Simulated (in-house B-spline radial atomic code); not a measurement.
# I⁹⁺: ionisation energy by several methods

An exercise on one series of results from a longer session: the logs are not shown, and one member is left open.

Method: scalar-relativistic (X2C), several functionals, spin-polarised; spherical all-electron atom at the radial basis limit. Code: in-house B-spline radial atomic code version 1.

**Starting point**

| Property | Result |
| --- | --- |
| element | iodine (Z = 53) |
| charge | +9 |
| electrons | 44 |
| configuration | [Kr] 4d8 |
| nucleus | Fermi, rms radius 4.750 fm |

Outer shells as boxes (Hund's rule):

[Kr] 4d8
```
[Kr] core
4d [↑↓][↑↓][↑↓][↑ ][↑ ]
```

Where spins are not typed, each open shell is filled with up spins first.

Set-up of the first run:

Input settings:

```ini
Z = 53
electrons = 44.0
configuration = [Kr] 4d8
hamiltonian = x2c
method = optx,lyp
spin_polarised = True
nucleus = fermi
rms_radius = 4.75
mass_number = 127
atomic_mass = 126.904472592
speed_of_light = 137.035999084
```

Steps of the session up to this table: OLYP, a GGA; r2SCAN, a meta-GGA; Hartree-Fock; SCAN, a meta-GGA; BP86, a GGA; exchange-only LDA.

One of the session's tables, all rows but one given; the rest of the session is left out.

```
           method  ΔSCF (eV)
exchange-only LDA     196.20
             OLYP     198.90
             BP86     198.38
           r2SCAN     198.37
             SCAN          ?
     Hartree-Fock     196.59
```

**Question.** Estimate the row for SCAN.

As computed: ΔSCF (eV): 198.33. In the column «ΔSCF (eV)» it lies between Hartree-Fock (196.59) and r2SCAN (198.37).

Members of this set that are not shown: 1 did not converge; 12 used exact exchange with fractional occupations of an open shell, which is unsound here.
